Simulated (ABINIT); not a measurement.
MnPt2: single point with PBE

The system is MnPt2.

```
Pt Mn
1.0
     2.85840    0.00000    0.00000
    -1.42920    2.47545    0.00000
     0.00000    0.00000    6.53250
Pt Mn
2 1
Direct
  0.66667 0.33333 0.31621
  0.33333 0.66667 0.68379
  0.00000 0.00000 0.00000
```

The cell comes from a database or a generator and needn't be the stable form of this composition.

* Program: ABINIT 10.8.3 (patched build)
* Task: single point
* Functional: PBE
* Potentials or basis: JTH PAW PBE v2.0
* Cutoff: 707 eV
* k mesh: 11 × 11 × 4
* Occupations: fermi-dirac, width 0.05 eV
* Spin: collinear spin, ferromagnetic start
* Starting moments: [0.0, 0.0, 4.0] μB

```
Pressure                                              : -0.1 GPa
Largest force                                         : 0.042 eV/Å
Band gap on the k mesh                                : none (metal or under the smearing width)
Net moment                                            : 4.56 μB per cell
Site moments                                          : Pt +0.32; Mn +3.67 μB
Valence electrons inside the program's atomic spheres : Pt 8.57; Mn 13.12
```

Forces on the atoms (eV/Å):
```
Pt   0.000  0.000  0.042
Pt   0.000  0.000 -0.042
Mn   0.000  0.000  0.000
```

Stress tensor (GPa, compression positive):
```
-0.94  0.00  0.00
 0.00 -0.94  0.00
 0.00  0.00  1.65
```

Levels at points of the mesh, in eV from the Fermi level:
Spin up:
```csv
k point,band 16,band 17,band 18,band 19,band 20,band 21,band 22,band 23
"(0.00, 0.00, 0.00)",-2.17,-1.59,-1.59,-1.09,-1.09,-0.82,-0.82,10.09
"(0.00, 0.00, 0.50)",-1.77,-1.77,-1.76,-1.76,-0.15,-0.15,0.25,6.03
```
Spin down:
| k point | band 14 | band 15 | band 16 | band 17 | band 18 | band 19 |
| --- | --- | --- | --- | --- | --- | --- |
| (0.00, 0.00, 0.00) | -1.87 | -1.87 | -0.92 | -0.92 | 0.74 | 1.36 |
| (0.00, 0.00, 0.50) | -1.58 | -1.42 | -1.42 | 0.31 | 0.49 | 1.41 |

It took 7.5 min on 1 thread of Arm Neoverse V2, on a shared host, peak memory 0.28 GiB.

The run has no spin-orbit coupling, so splittings on Pt are missing.
